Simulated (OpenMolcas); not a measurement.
**TlI (thallium iodide) at SSB-D (no dispersion term)/def2-TZVPD (core potential)**

What is the vertical singlet–triplet gap of TlI (thallium iodide) at SSB-D (no dispersion term)/def2-TZVPD (core potential)? 

The calculation is run with OpenMolcas 26.06.

## (1) The molecule

TlI: 2 atoms, total charge 0, spin state singlet. As SMILES, `[I][Tl]`. The shape comes from GFN2-xTB, which is rough for such elements, and wasn't checked as a minimum.

Bond lengths: I1–Tl2 2.824 Å.

## (2) A single-point energy at SSB-D (no dispersion term)/def2-TZVPD (core potential)

File geom.xyz:

```xyz
2

I      0.000000     0.000000     0.000000
Tl     0.000000     0.000000     2.824060
```

File job.inp:

```
&GATEWAY
 BasLib=$CurrDir
 Coord=geom.xyz
 Basis=def2-TZVPD
 Group=NoSym

&SEWARD
 GridInput
 Grid=Fine
 End of Grid

&SCF
 KSDFT=SSBD
 PrOrbitals=0
```

The basis set def2-TZVPD is read from a file made from the Basis Set Exchange's data (not shown).

The run is started by

```console
export MOLCAS_MEM=1860
pymolcas job.inp > job.log
```

Standard output:

```text
--- Start Module: gateway ---
[...]
--- Stop Module: gateway /rc=_RC_ALL_IS_WELL_ ---
--- Start Module: seward ---
[...]
      Basis functions          115
--- Stop Module: seward /rc=_RC_ALL_IS_WELL_ ---
[...]
--- Start Module: scf ---
[...]
 ###    WARNING:  Find_Functional: Dispersion corrections are                ###
 ###    not implemented!                                                     ###
 ###############################################################################
[...]
       Convergence after  14 Iterations
[...]
::    Total KS-DFT energy                            -472.2495651913
[...]
      Total spin, S                                     0.0000000000
[...]
      Total electronic charge=   46.000000
      Total            charge=   -0.000000
[...]
      Dipole Moment (debye):
      Origin of the operator (angstrom)=    0.0000    0.0000    1.7442
                   X=  5.9663E-15               Y= -6.2706E-15               Z=  4.2016E+00           Total=  4.2016E+00
      Quadrupole Moment (debye*angstrom):
[...]
--- Stop Module: scf /rc=_RC_ALL_IS_WELL_ ---
[...]
```

It took 11 s on 1 thread of Arm Neoverse V1, shared host; peak memory 0.7 GiB.

## (3) The triplet, same level

geom.xyz is that of step 2.

File job.inp:

```
&GATEWAY
  BasLib=$CurrDir
  Coord=geom.xyz
  Basis=def2-TZVPD
  Group=NoSym

&SEWARD
  GridInput
  Grid=Fine
  End of Grid

&SCF
  UHF
  Spin=3
  KSDFT=SSBD
  PrOrbitals=0
```

The basis set def2-TZVPD is read from a file made from the Basis Set Exchange's data (not shown).

The run is started by

```console
export MOLCAS_MEM=1860
pymolcas job.inp > job.log
```

Standard output:

```text
--- Start Module: gateway ---
[...]
--- Stop Module: gateway /rc=_RC_ALL_IS_WELL_ ---
--- Start Module: seward ---
[...]
      Basis functions          115
--- Stop Module: seward /rc=_RC_ALL_IS_WELL_ ---
[...]
--- Start Module: scf ---
[...]
 ###    WARNING:  Find_Functional: Dispersion corrections are                ###
 ###    not implemented!                                                     ###
 ###############################################################################
[...]
       Convergence after  26 Iterations
[...]
::    Total KS-DFT energy                            -472.1194945091
[...]
      Total spin, S                                     1.0015827584
[...]
      Total electronic charge=   46.000000
      Total            charge=   -0.000000
[...]
      Dipole Moment (debye):
      Origin of the operator (angstrom)=    0.0000    0.0000    1.7442
                   X=  1.5677E-15               Y= -7.3089E-16               Z=  3.5254E-01           Total=  3.5254E-01
      Quadrupole Moment (debye*angstrom):
[...]
--- Stop Module: scf /rc=_RC_ALL_IS_WELL_ ---
[...]
```

Wall time 20 s (1 thread of Arm Neoverse V1, shared host); peak memory 0.7 GiB.

## (4) What came out

Level: SSB-D (no dispersion term)/def2-TZVPD (core potential).

```
                                        quantity          value
                           singlet: total energy  -472.24957 Eh
                          singlet: dipole moment         4.20 D
                            singlet: HOMO energy       -6.00 eV
                            singlet: LUMO energy       -2.48 eV
                          singlet: HOMO–LUMO gap        3.52 eV
                           triplet: total energy  -472.11949 Eh
                          triplet: dipole moment         0.35 D
     triplet: HOMO energy (highest over α and β)       -2.82 eV
                                   triplet: ⟨S²⟩          2.005
vertical energy of the triplet above the singlet       3.539 eV
```

In words: At this shape the triplet lies 3.54 eV (342 kJ/mol) above the singlet.
